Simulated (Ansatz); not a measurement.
# C2H8BN: the cost of one run

All numbers below are computed with Ansatz 0.2.0 (RKS PBE0/cc-pVDZ).

## 1. The starting structure

Bond lengths: B1–C2 1.857 Å, C2–C3 1.527 Å, B1–N4 1.343 Å, B1–H6 1.172 Å, C2–H7 1.091 Å, C2–H8 1.101 Å, C3–H9 1.092 Å, C3–H10 1.090 Å, C3–H11 1.088 Å, N4–H12 1.005 Å. Angles (14 of 16 angles, heavy atoms first): B1–C2–C3 108.5°, C2–B1–N4 105.0°, B1–C2–H7 97.6°, B1–C2–H8 126.4°, C3–C2–H7 110.5°, C3–C2–H8 108.5°, C2–B1–H6 116.3°, N4–B1–H6 138.7°, C2–C3–H9 111.5°, C2–C3–H10 110.8°, C2–C3–H11 110.8°, B1–N4–H12 134.1°, H7–C2–H8 104.1°, H9–C3–H10 107.7°.

As a file:

```xyz
12

B    -0.5906    0.6879    0.9765
C     0.7562   -0.1093   -0.0224
C     0.1693   -1.3136   -0.7545
N    -0.8607    1.8385    0.3395
H     0.1000    1.1077   -0.2473
H    -0.9596    0.0958    1.9181
H     1.3803   -0.4354    0.8111
H     1.4581    0.4035   -0.6986
H     0.9536   -1.9549   -1.1630
H    -0.4359   -1.9196   -0.0809
H    -0.4651   -0.9935   -1.5790
H    -1.5057    2.5928    0.5003
```

## 2. Pulling towards end A

Springs on the bonds that form and break draw the guess towards this end; the thresholds are loose.

input.yaml

```yaml
crystal:
  periodic: [false, false, false]
  atoms:
    - { symbol: B, position_ang: [-0.5906, 0.6879, 0.9765] }
    - { symbol: C, position_ang: [0.7562, -0.1093, -0.0224] }
    - { symbol: C, position_ang: [0.1693, -1.3136, -0.7545] }
    - { symbol: "N", position_ang: [-0.8607, 1.8385, 0.3395] }
    - { symbol: H, position_ang: [0.1, 1.1077, -0.2473] }
    - { symbol: H, position_ang: [-0.9596, 0.0958, 1.9181] }
    - { symbol: H, position_ang: [1.3803, -0.4354, 0.8111] }
    - { symbol: H, position_ang: [1.4581, 0.4035, -0.6986] }
    - { symbol: H, position_ang: [0.9536, -1.9549, -1.163] }
    - { symbol: H, position_ang: [-0.4359, -1.9196, -0.0809] }
    - { symbol: H, position_ang: [-0.4651, -0.9935, -1.579] }
    - { symbol: H, position_ang: [-1.5057, 2.5928, 0.5003] }
basis:
  gaussian: { orbitals: cc-pVDZ }
hamiltonian:
  xc: pbe0
relax:
  f_tol: 0.15
  max_steps: 25
  restrain:
    - { distance: [4, 1], at: 2.37, k: 30.0 }
    - { distance: [0, 1], at: 1.6, k: 30.0 }
    - { distance: [4, 3], at: 1.02, k: 30.0 }
output:
  orbitals: {}
```

On the command line:

```console
> ansatz run input.yaml --threads 2 --pin off --max-ram 3072MiB --backend cpu --events-out ev --progress --plain --runs-dir out
```

**Question.** How long does this run take on 2 threads of Intel Xeon 6975P-C (Granite Rapids), shared host, and how much memory does it need?

About 11 s, with a peak of 0.19 GiB.
